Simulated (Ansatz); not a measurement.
## CH3FOZn, SMILES O[CH2][Zn][F]: a rigid torsion scan

Run with the Ansatz DFT code, driven from Python.

The script, `torsion_ch3fozn.py`:
```python
import ansatz
from ase import Atoms


def main() -> None:
    atoms = Atoms(["O", "C", "Zn", "F", "H", "H", "H"], positions=[
        [-0.061, 1.149, -0.857],
        [0.2842, 0.3343, 0.156],
        [0.3927, -1.5711, 0.2105],
        [-1.129, -1.7721, 0.4509],
        [-1.0379, 0.9161, -1.092],
        [0.2669, 0.8968, 1.1228],
        [1.3453, -0.0211, -0.0369],
    ])

    first = (
        ansatz.Crystal.molecule_from_ase(atoms).calculation()
        .basis(gaussian="def2-SVP")
        .scf(lower_state_search="light")
        .functional("pbe0")
        .relax(force_tolerance=0.02, max_steps=80)
    )
    atoms.positions = first.run(threads=1).report["positions_ang"]

    start = atoms.get_dihedral(2, 1, 0, 4)
    energies = {}
    for turn in range(0, 360, 30):
        turned = atoms.copy()
        turned.set_dihedral(2, 1, 0, 4, start + turn, indices=[0, 4])
        setup = (
            ansatz.Crystal.molecule_from_ase(turned).calculation()
            .basis(gaussian="def2-SVP")
            .correlation("mp2")
            .scf(lower_state_search="light")
        )
        energies[round((start + turn) % 360)] = setup.run(threads=1).report["free_energy_ev"]
    floor = min(energies.values())
    print("dihedral Zn2-C1-O0-H4 (deg)   E - E(min) (kcal/mol)")
    for angle, e in sorted(energies.items()):
        print(f"{angle:8d} {23.060548 * (e - floor):14.3f}  " + "#" * int(30 * (e - floor) / max(max(energies.values()) - floor, 1e-9)))


if __name__ == "__main__":
    main()
```

```console
$ python torsion_ch3fozn.py
dihedral Zn2-C1-O0-H4 (deg)   E - E(min) (kcal/mol)
      13          2.740  #########################
      43          1.083  ##########
      73          0.278  ##
     103          0.939  ########
     133          1.223  ###########
     163          0.312  ##
     193          0.000
     223          1.128  ##########
     253          2.068  ###################
     283          2.056  ###################
     313          2.411  ######################
     343          3.182  ##############################
```

The settings weren't tested for convergence. The scan is rigid and the energies are electronic, in a modest basis. With rigid groups the curve can differ much from the relaxed path, the start wasn't checked as a minimum of this torsion, and equivalent turns needn't return to the same energy. The start is relaxed with a density functional and scanned with the wavefunction method, so it isn't exactly that method's minimum. Wall time of the script: 72 s on 1 thread of Arm Neoverse V1, with other jobs on the host, peak memory 0.26 GiB.
